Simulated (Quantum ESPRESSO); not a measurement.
The system is MoPd.

```
Pd Mo
1.0
     2.79390    0.00000    0.00000
    -1.39695    2.41958    0.00000
     0.00000    0.00000    4.56637
Pd Mo
1 1
Direct
  0.00000 0.00000 0.00000
  0.33333 0.66667 0.50000
```

The cell comes from a database or a generator and needn't be the stable form of this composition.

| Quantity | Value |
| --- | --- |
| Program | Quantum ESPRESSO 7.5 |
| Task | relaxation of cell and atoms |
| Functional | PBEsol |
| Potentials or basis | Ansatz NC SR PBE |
| Cutoff | 1116 eV |
| Density cutoff | 4463 eV |
| k mesh | 11 × 11 × 6 |
| Occupations | fermi-dirac, width 0.05 eV |
| Spin | no spin polarisation |

At the start: pressure -10.2 GPa; volume 15.43 Å³/atom.

Question: Where does the relaxation end?

Answer: Over 4 steps the energy falls by 22.5 meV/atom and the volume is 14.76 Å³/atom (-4.4 %); space group P-6m2 (No. 187, to 0.05 Å).

The path:
| step | energy change (eV) | largest force (eV/Å) | pressure (GPa) | volume (Å³) |
| --- | --- | --- | --- | --- |
| 1 | 0.0000 | 0.0000 | -10.25 | 30.87 |
| 2 | -0.0322 | 0.0000 | -5.71 | 30.22 |
| 3 | -0.0450 | 0.0000 | 0.40 | 29.46 |
| 4 | -0.0451 | 0.0000 | -0.01 | 29.51 |

Final structure:
```
Pd Mo
1.0
     2.75249    0.00000    0.00000
    -1.37624    2.38373    0.00000
     0.00000    0.00000    4.49804
Pd Mo
1 1
Direct
  0.00000 0.00000 0.00000
  0.33333 0.66667 0.50000
```

Caveat: the potentials were made for another functional, which shifts forces and pressure.
